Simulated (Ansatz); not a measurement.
**Ti2CS: from the start to rest**

The start is Ti2CS, a database entry, slightly rescaled. Where does it settle when we relax cell and atoms, and what is it like there?

All numbers below are computed with Ansatz 0.2.0 (DFT, r2SCAN, no spin polarisation, plane waves, PAW).

The structure is hexagonal, space group P6_3/mmc (No. 194). Conventional cell: a = 3.174 Å, b = 3.174 Å, c = 11.073 Å, α = 90.00°, β = 90.00°, γ = 120.00°. Ti (site symmetry 3m) has 3 C at 2.14 Å and 3 S at 2.48 Å as nearest neighbours. C (site symmetry -3m) has 6 Ti at 2.14 Å as nearest neighbours. S (site symmetry -6m2) has 6 Ti at 2.48 Å as nearest neighbours.

Coordinates:

```
CELL_PARAMETERS angstrom
3.17369 0.00000 0.00000
-1.58684 2.74850 0.00000
0.00000 0.00000 11.07331
ATOMIC_POSITIONS crystal
Ti 0.33333 0.66667 0.09900
Ti 0.66667 0.33333 0.59900
Ti 0.33333 0.66667 0.40100
Ti 0.66667 0.33333 0.90100
C 0.00000 0.00000 0.00000
C 0.00000 0.00000 0.50000
S 0.66667 0.33333 0.25000
S 0.33333 0.66667 0.75000
```

The first density is read from a saved solution for the starting cell.

The structure above is the start of the run; the results belong to its end.

```
                                                 quantity                                                                        value
                                                    moves                                                                            4
                                            energy gained                                                                 7.7 meV/atom
                                             largest move                                                                       0.00 Å
                     space group (0.01 Å), before / after                                                          P6_3/mmc / P6_3/mmc
                                                     cell  a = 3.203 Å, b = 3.203 Å, c = 11.220 Å, α = 90.00°, β = 90.00°, γ = 120.00°
                                                   volume                                                       12.46 Å³/atom (+3.2 %)
                                      pressure at the end                                                                     0.00 GPa
           formation energy (elements from separate runs)                                                                -1.44 eV/atom
                                                character                                                                        metal
density of states, mean within 0.25 eV of the Fermi level                                                          1.5 per eV per cell
                                            Bader charges                                                 Ti +1.66, C -2.03, S -1.29 e
```

What this shows: The volume grew by 3.2 %, and the atoms end where they began within the cell; the energy fell by 7.7 meV per atom. With 24 symmetry operations imposed, the end may be a saddle point towards distortions that break them. It is a metal; within 0.25 eV of the Fermi level the density of states averages 1.5 per eV per cell, mostly Ti d (91 %), but it varies sharply: 0.45 at the Fermi level itself, on this mesh. By Bader's partition Ti gives up most (+1.66 e) and C takes most (-2.03 e). Set against separate runs on the elements (Ti hcp, C graphite, alpha-S8 (Fddd)), it forms at -1.44 eV per atom, so it is bound against them, though other compounds may compete.

Which input would start the first run of this session?

A: The one that was run. It is one of several that fit.

The input, input.yaml:

```yaml
crystal:
  lattice:
    - [3.17368978, 0.0, 0.0]
    - [-1.58684489, 2.74849444, 0.0]
    - [0.0, 0.0, 11.07331014]
  atoms:
    - { symbol: Ti, position: [0.33333, 0.66667, 0.099] }
    - { symbol: Ti, position: [0.66666, 0.33333, 0.599] }
    - { symbol: Ti, position: [0.33333, 0.66667, 0.401] }
    - { symbol: Ti, position: [0.66667, 0.33334, 0.901] }
    - { symbol: C, position: [0.0, 0.0, 0.0] }
    - { symbol: C, position: [0.0, 0.0, 0.5] }
    - { symbol: S, position: [0.66667, 0.33333, 0.25] }
    - { symbol: S, position: [0.33334, 0.66667, 0.75] }
  symmetry: { tolerance: 0.0003 }
kpoints:
  mp_grid: { grid: [9, 9, 3], shift: [0, 0, 0] }
magnetization:
  spin_polarized: false
scf:
  occupations: { method: cold, width: 0.0185 }
  lower_state_search: "off"
hamiltonian:
  pseudopotentials: { kind: paw }
  xc: r2scan
basis:
  ecutwfc: 500
  fft_grid_basis: typed
relax:
  max_steps: 80
  cell: { p_target: 0.0 }
output:
  forces: true
  stress: true
  eigenvalues: true
  bader: true
  populations: true
  elf: true
  write_potential: true
  volumetric_format: npy
  dos:
    e_range: [-12, 8]
    de: 0.05
    projected: { site_lists: { C: [C], S: [S], Ti: [Ti] } }
checkpoint:
  read: saved_state
```

Run with:

```
$ ansatz run input.yaml --threads 2 --pin off --max-ram 3584MiB --backend cpu --events-out ev --progress --plain --runs-dir out
```
